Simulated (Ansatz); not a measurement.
**C2H10Al2Si: one species, many methods**

The task here is to estimate one member of a computed series from the others.

The runs use Ansatz 0.2.0, Gaussian basis; functionals in def2-TZVPP, the program's frozen cores in correlated methods.

Plan: PBE-D4, r2SCAN-D4, PBE0-D4, B3LYP-D4, ωB97X-V, ωB97M-V, B2PLYP; CCSD(T)/def2-TZVPP; MP2/def2-QZVPP; extrapolation to the limit.

## Structure used throughout

All runs share one geometry, relaxed beforehand with PBE0-D4 in a triple-zeta def2 set.

15 atoms, charge 0, spin multiplicity 1.

Atoms are counted from 1 here; the program's logs count them from 0.

Bond lengths: C1–C2 1.535 Å, C1–H6 1.094 Å, C1–H7 1.095 Å, C1–H8 1.095 Å, C2–Si3 1.870 Å, C2–Al4 1.970 Å, C2–H9 1.100 Å, Si3–H10 1.494 Å, Si3–H11 1.491 Å, Si3–H12 1.488 Å, Al4–Al5 2.594 Å, Al4–H13 1.598 Å, Al5–H14 1.597 Å, Al5–H15 1.596 Å. Angles: C2–C1–H6 112.3°, C2–C1–H7 111.3°, C2–C1–H8 112.4°, H6–C1–H7 106.9°, H6–C1–H8 107.0°, H7–C1–H8 106.6°, C1–C2–Si3 111.4°, C1–C2–Al4 114.3°, C1–C2–H9 110.8°, Si3–C2–Al4 108.8°, Si3–C2–H9 105.2°, Al4–C2–H9 105.8°, C2–Si3–H10 110.2°, C2–Si3–H11 111.6°, C2–Si3–H12 111.2°, H10–Si3–H11 107.1°, H10–Si3–H12 107.7°, H11–Si3–H12 108.9° and more.

As a file:

```xyz
15
charge 0, multiplicity 1
C     0.39774   -1.43425    0.59742
C    -0.31486   -0.70801   -0.55207
Si    0.85787   -0.34675   -1.96358
Al   -1.20760    0.96593   -0.02253
Al   -0.71420    2.03049    2.29140
H    -0.28300   -1.68088    1.41787
H     1.19830   -0.81887    1.02194
H     0.86219   -2.37173    0.27351
H    -1.10124   -1.34270   -0.98682
H     1.83070    0.71519   -1.56631
H     1.65308   -1.55088   -2.34003
H     0.12216    0.13870   -3.16286
H    -2.21876    1.60620   -1.08204
H    -1.58062    1.67806    3.58574
H     0.47645    3.06891    2.51778
```

Set-up of the first run:

Input file in.yaml:

```yaml
crystal:
  periodic: [false, false, false]
  atoms:
    - {symbol: C, position_ang: [0.397744, -1.434248, 0.597421]}
    - {symbol: C, position_ang: [-0.314862, -0.708006, -0.552071]}
    - {symbol: Si, position_ang: [0.857869, -0.346755, -1.963579]}
    - {symbol: Al, position_ang: [-1.207604, 0.965925, -0.022534]}
    - {symbol: Al, position_ang: [-0.714204, 2.030485, 2.291403]}
    - {symbol: H, position_ang: [-0.283004, -1.680885, 1.417870]}
    - {symbol: H, position_ang: [1.198296, -0.818869, 1.021935]}
    - {symbol: H, position_ang: [0.862191, -2.371727, 0.273511]}
    - {symbol: H, position_ang: [-1.101238, -1.342702, -0.986824]}
    - {symbol: H, position_ang: [1.830701, 0.715189, -1.566310]}
    - {symbol: H, position_ang: [1.653075, -1.550883, -2.340033]}
    - {symbol: H, position_ang: [0.122162, 0.138700, -3.162858]}
    - {symbol: H, position_ang: [-2.218756, 1.606203, -1.082043]}
    - {symbol: H, position_ang: [-1.580620, 1.678060, 3.585735]}
    - {symbol: H, position_ang: [0.476449, 3.068913, 2.517779]}
basis:
  gaussian: {orbitals: def2-TZVPP}
hamiltonian: {xc: pbe, dispersion: d4}
output: {forces: true, orbitals: {seedname: orbitals}}
```

Started as:

```console
$ ansatz run in.yaml --threads 4 --pin off --events-out ev --progress --plain --max-ram 10444MiB
```

Steps of the session up to this table: PBE-D4 (GGA); r2SCAN-D4 (meta-GGA); PBE0-D4 (hybrid); B3LYP-D4 (hybrid); ωB97X-V (range-separated); ωB97M-V (range-separated); B2PLYP (double hybrid); CCSD(T) in def2-TZVPP; MP2 in def2-QZVPP.

One table of the session follows, with a row left open; its other results are not shown here.

```
            method  atomisation energy (kcal/mol)
            PBE-D4                         1119.4
         r2SCAN-D4                         1123.6
           PBE0-D4                         1116.0
          B3LYP-D4                              ?
           ωB97X-V                         1129.1
           ωB97M-V                         1122.4
            B2PLYP                         1105.5
     HF/def2-TZVPP                          856.8
    MP2/def2-TZVPP                         1096.1
   CCSD/def2-TZVPP                         1087.6
CCSD(T)/def2-TZVPP                         1098.5
           MP2/CBS                         1121.5
       CCSD(T)/CBS                         1123.9
```

Q: Estimate the row for B3LYP-D4 from the others.

As computed: atomisation energy (kcal/mol): 1120.1. In the column «atomisation energy (kcal/mol)» it lies between PBE-D4 (1119.4) and MP2/CBS (1121.5).

Limits of these values: Free atoms (2 C, 1 Si, 2 Al, 10 H) were run apart at each level; the atomisation energy is their sum less the molecule, without zero-point or spin-orbit terms.
